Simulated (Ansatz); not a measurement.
# C3H5ClSi: the cost of one run

Computed with Ansatz 0.2.0, driven from Python. Level of theory: revpbe0/cc-pVDZ.

## Step 1: The system

Bond lengths: C1–C2 1.485 Å, C2–C3 1.196 Å, C3–Si4 1.918 Å, Si4–Cl5 2.087 Å, C1–H6 1.035 Å, C1–H7 1.117 Å, C1–H8 1.058 Å, Si4–H9 1.537 Å, Si4–H10 1.409 Å. Angles: C1–C2–C3 179.0°, C2–C1–H6 111.5°, C2–C1–H7 106.0°, C2–C1–H8 109.0°, H6–C1–H7 108.0°, H6–C1–H8 113.6°, H7–C1–H8 108.5°, C2–C3–Si4 175.8°, C3–Si4–Cl5 105.3°, C3–Si4–H9 109.3°, C3–Si4–H10 113.8°, Cl5–Si4–H9 106.4°, Cl5–Si4–H10 109.3°, H9–Si4–H10 112.2°.

The script holds or builds the structure itself.

## Step 2: Script

The input, energy_c3h5clsi.py:

```python
"""Electronic structure of the C3H5ClSi molecule."""

from dataclasses import dataclass
import json

import ansatz


@dataclass
class RunConfig:
    basis: str = "cc-pVDZ"
    functional: str = "revpbe0"


settings = RunConfig()

GEOMETRY = """
C    -0.77080   -2.18690    0.09570
C    -0.27260   -0.78890    0.05890
C     0.14710    0.33010    0.02270
Si    0.94640    2.07340   -0.00810
Cl   -0.17710    3.17010   -1.38240
H    -0.17790   -2.81610   -0.47380
H    -1.78870   -2.16310   -0.36380
H    -0.86460   -2.49230    1.10440
H     0.74380    2.75030    1.35650
H     2.29750    2.07220   -0.40720
"""


def main() -> None:
    c3h5clsi = ansatz.Crystal.molecule()
    for line in GEOMETRY.strip().splitlines():
        symbol, *xyz = line.split()
        c3h5clsi = c3h5clsi.atom(symbol, [float(v) for v in xyz])

    job = (
        c3h5clsi.calculation()
        .basis(gaussian=settings.basis)
        .functional(settings.functional)
    )
    outcome = job.run()
    rep = outcome.report

    print("reference energy %16.6f eV" % rep["reference_energy_ev"])
    print("total energy     %16.6f eV" % rep["free_energy_ev"])
    print("occupied orbitals outside the frozen core (up, down):", rep["n_occupied"], " frozen:", rep["n_frozen"], " virtual:", rep["n_virtual"])

    field = rep["mean_field"]
    print("<S^2> =", round(abs(field["state"]["spin_squared"]), 4), " all-electron relativity setting:", field["relativity"])
    print("passes:", field["passes"])
    if "symmetry" in field:
        print("occupied orbitals by irrep:", field["symmetry"]["occupied"])
    with open("c3h5clsi.json", "w") as handle:
        json.dump({k: rep[k] for k in ("free_energy_ev", "reference_energy_ev", "n_occupied", "n_virtual")}, handle, indent=1)


if __name__ == "__main__":
    main()
```

## Step 3: The run

Started as:

```console
$ python energy_c3h5clsi.py
```

What time and memory should one allow on 1 thread of Arm Neoverse V1, shared host?

About 4 s, with a peak of 0.25 GiB.
